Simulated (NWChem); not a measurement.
# One shape, several levels: C2H4BFSi (SMILES FC1=CB1[SiH3])

Aim: a comparison of 4 runs (HF/STO-3G, HF/3-21G, B3LYP/6-31G*) of C2H4BFSi. 

The calculation is run with NWChem 7.3.0.

### 1 The molecule

C2H4BFSi has 9 atoms, charge 0, and is taken as a singlet. As SMILES, `FC1=CB1[SiH3]`. The coordinates come from a PBE0-D4/def2-TZVP relaxation.

Bond lengths: F1–C2 1.310 Å, C2–C3 1.329 Å, C2–B4 1.462 Å, C3–B4 1.496 Å, B4–Si5 1.988 Å, C3–H6 1.080 Å, Si5–H7 1.487 Å, Si5–H8 1.487 Å, Si5–H9 1.489 Å. Some angles: F1–C2–C3 139.6°, F1–C2–B4 155.8°, C3–C2–B4 64.6°, C2–C3–B4 62.0°, C2–B4–C3 53.4°, C2–B4–Si5 156.1°, C3–B4–Si5 150.4°, C2–C3–H6 144.1°, B4–C3–H6 153.9°, B4–Si5–H7 111.6°.

### 2 Energy and forces at HF/STO-3G (run 1)

File c2h4bfsi.nw:

```
start c2h4bfsi
title "C2H4BFSi hf"
memory stack 880 mb heap 220 mb global 1100 mb

geometry units au noautosym nocenter noautoz
 F   3.99525897  3.32913051 -2.17299607
 C   2.76599213  1.42277480 -1.18353547
 C   3.19288126 -0.92124149 -0.38701591
 B   0.55690229  0.08352589 -0.20522426
 Si -3.04038036 -0.33882789  0.79425189
 H   4.62907311 -2.35365389 -0.15457960
 H  -4.75549579  1.14989835 -0.86058128
 H  -3.82593951 -3.03584502  0.69995456
 H  -3.35086236  0.57712236  3.43722285
end

basis spherical bse
 * library STO-3G
end

scf
 thresh 1e-08
 maxiter 80
end

task scf gradient
```

Run with:

```
$ nwchem c2h4bfsi.nw > c2h4bfsi.out
```

The log of the run:

```text
[...]
  functions       =    33
[...]
  wavefunction    = RHF
[...]
         Total SCF energy =   -485.087118358920
      One-electron energy =  -1016.264064605619
      Two-electron energy =    358.674226116924
 Nuclear repulsion energy =    172.502720129776
        Time for solution =      1.9s
[...]
                         RHF ENERGY GRADIENTS
    atom               coordinates                        gradient
                 x          y          z           x          y          z
   1 F       3.995259   3.329131  -2.172996   -0.013832  -0.023042   0.011630
   2 C       2.765992   1.422775  -1.183535    0.022497   0.015928  -0.010597
   3 C       3.192881  -0.921241  -0.387016    0.034337   0.002222  -0.007982
   4 B       0.556902   0.083526  -0.205224   -0.021902   0.012406   0.000217
   5 Si     -3.040380  -0.338828   0.794252    0.011082  -0.001188  -0.005996
   6 H       4.629073  -2.353654  -0.154580   -0.000414  -0.003415   0.001299
   7 H      -4.755496   1.149898  -0.860581   -0.019922   0.017893  -0.019465
   8 H      -3.825940  -3.035845   0.699955   -0.009321  -0.032035  -0.000760
   9 H      -3.350862   0.577122   3.437223   -0.002525   0.011231   0.031653
[...]
```

Run time: 3.3 s. Hardware: 1 thread of Intel Xeon Platinum 8488C (Sapphire Rapids), shared host; peak memory 0.099 GiB.

### 3 Energy and gradient at HF/3-21G (run 2)

File sp.nw:

```
echo
start sp
title "C2H4BFSi gradient"
memory total 2200 mb
charge 0

geometry units angstroms noautosym nocenter noautoz
F        2.114200       1.761700      -1.149900
C        1.463700       0.752900      -0.626300
C        1.689600      -0.487500      -0.204800
B        0.294700       0.044200      -0.108600
Si      -1.608900      -0.179300       0.420300
H        2.449600      -1.245500      -0.081800
H       -2.516500       0.608500      -0.455400
H       -2.024600      -1.606500       0.370400
H       -1.773200       0.305400       1.818900
end

basis spherical bse
* library 3-21G
end

scf
thresh 1e-08
maxiter 80
end

task scf gradient
```

Run with:

```
$ nwchem sp.nw > sp.out
```

The log of the run:

```text
[...]
  functions       =    57
[...]
  wavefunction    = RHF
[...]
         Total SCF energy =   -488.392799811343
      One-electron energy =  -1016.572390392058
      Two-electron energy =    355.676858089699
 Nuclear repulsion energy =    172.502732491017
        Time for solution =      2.4s
[...]
                         RHF ENERGY GRADIENTS
    atom               coordinates                        gradient
                 x          y          z           x          y          z
   1 F       3.995259   3.329130  -2.172996   -0.010410  -0.016688   0.008489
   2 C       2.765992   1.422775  -1.183535    0.000627   0.010257  -0.003778
   3 C       3.192881  -0.921241  -0.387016   -0.014236   0.011701  -0.001272
   4 B       0.556902   0.083526  -0.205224    0.010415   0.004416  -0.003782
   5 Si     -3.040380  -0.338828   0.794252    0.002358  -0.000443  -0.000610
   6 H       4.629073  -2.353654  -0.154580    0.009130  -0.009450   0.001569
   7 H      -4.755495   1.149898  -0.860581    0.000961  -0.000344   0.000344
   8 H      -3.825939  -3.035845   0.699955    0.000315   0.000724   0.000025
   9 H      -3.350862   0.577122   3.437223    0.000839  -0.000173  -0.000986
[...]
```

Run time: 3.9 s. Hardware: 1 thread of Intel Xeon Platinum 8488C (Sapphire Rapids), shared host; peak memory 0.099 GiB.

Run 3 isn't shown in full; the table further down has it.

### 4 Energy and forces at B3LYP/6-31G(d) (Cartesian functions) (run 4)

File m1.nw:

```
start m1
title "C2H4BFSi gradient"
memory 2200 mb
geometry units atomic noautosym nocenter noautoz
 F   3.99525897  3.32913051 -2.17299607
 C   2.76599213  1.42277480 -1.18353547
 C   3.19288126 -0.92124149 -0.38701591
 B   0.55690229  0.08352589 -0.20522426
 Si -3.04038036 -0.33882789  0.79425189
 H   4.62907311 -2.35365389 -0.15457960
 H  -4.75549579  1.14989835 -0.86058128
 H  -3.82593951 -3.03584502  0.69995456
 H  -3.35086236  0.57712236  3.43722285
end
basis cartesian
 * library 6-31G*
end
dft
 xc b3lyp
 grid xfine
 convergence energy 1e-08
 maxiter 100
 mulliken
end
task dft gradient
```

Run with:

```
$ nwchem m1.nw > m1.out
```

The log of the run:

```text
[...]
          Wavefunction type:  closed shell.
          No. of atoms     :     9
          No. of electrons :    44
[...]
          Charge           :     0
          Spin multiplicity:     1
[...]
          AO basis - number of functions:    87
[...]
              XC Information
              --------------
                         B3LYP Method XC Potential
                     Hartree-Fock (Exact) Exchange  0.200
                        Slater Exchange Functional  0.800 local
                    Becke 1988 Exchange Functional  0.720 non-local
              Lee-Yang-Parr Correlation Functional  0.810
                  VWN I RPA Correlation Functional  0.190 local
[...]
 d= 0,ls=0.0,diis     1   -492.6589850142 -6.65D+02  1.07D-02  6.25D-01     4.2
[...]
 d= 0,ls=0.0,diis    10   -492.7268268410 -2.80D-09  4.23D-07  2.11D-09    35.5
         Total DFT energy =     -492.726826840987
      One electron energy =    -1020.769085285987
           Coulomb energy =      403.322670685157
    Exchange-Corr. energy =      -47.783132369932
 Nuclear repulsion energy =      172.502720129776
[...]
  wavefunction    = closed shell
                         DFT ENERGY GRADIENTS
    atom               coordinates                        gradient
                 x          y          z           x          y          z
   1 F       3.995259   3.329131  -2.172996   -0.006638  -0.010655   0.005445
   2 C       2.765992   1.422775  -1.183535    0.003183  -0.001200  -0.000188
   3 C       3.192881  -0.921241  -0.387016   -0.002749   0.009032  -0.002796
   4 B       0.556902   0.083526  -0.205224    0.005428   0.001444  -0.001705
   5 Si     -3.040380  -0.338828   0.794252   -0.000105  -0.000046   0.000078
   6 H       4.629073  -2.353654  -0.154580   -0.001694   0.001190  -0.000091
   7 H      -4.755496   1.149898  -0.860581    0.000975  -0.000130   0.000009
   8 H      -3.825940  -3.035845   0.699955    0.000796   0.000416  -0.000200
   9 H      -3.350862   0.577122   3.437223    0.000804  -0.000053  -0.000551
[...]
```

It took 45 s on 1 thread of Intel Xeon Platinum 8488C (Sapphire Rapids), shared host; peak memory 0.15 GiB.

### 5 Overview of the runs

```
run                               level  iteration cap  module  energy (Eh)  dipole moment (D)  HOMO energy (eV)  LUMO energy (eV)  wall time
  1                           HF/STO-3G             80     scf  -485.087118               0.73             -9.26              8.47      3.3 s
  2                            HF/3-21G             80     scf  -488.392800               1.36            -11.69              3.09      3.9 s
  3  B3LYP/6-31G* (spherical functions)            100     dft  -492.722528               1.24             -7.88             -0.59       43 s
  4  B3LYP/6-31G* (Cartesian functions)            100     dft  -492.726827               1.24             -7.88             -0.59       45 s
```

### 6 Results

| quantity | value |
| --- | --- |
| run 4: total energy | -492.72683 Eh |
| run 4: dipole moment | 1.24 D |
| run 4: HOMO energy | -7.88 eV |
| run 4: LUMO energy | -0.59 eV |
| run 4: HOMO–LUMO gap | 7.29 eV |
| run 4: largest force on an atom | 0.704 eV/Å |

**Reading.** The dipole moment (its size) runs from 0.73 D (HF/STO-3G) to 1.36 D (HF/3-21G). The HOMO–LUMO gap runs from 7.29 eV (B3LYP/6-31G*) to 17.73 eV (HF/STO-3G). The two ends differ in method and basis. In run 1 the basis is minimal, so the values are rough. All runs together took 95 s, the longest 45 s.
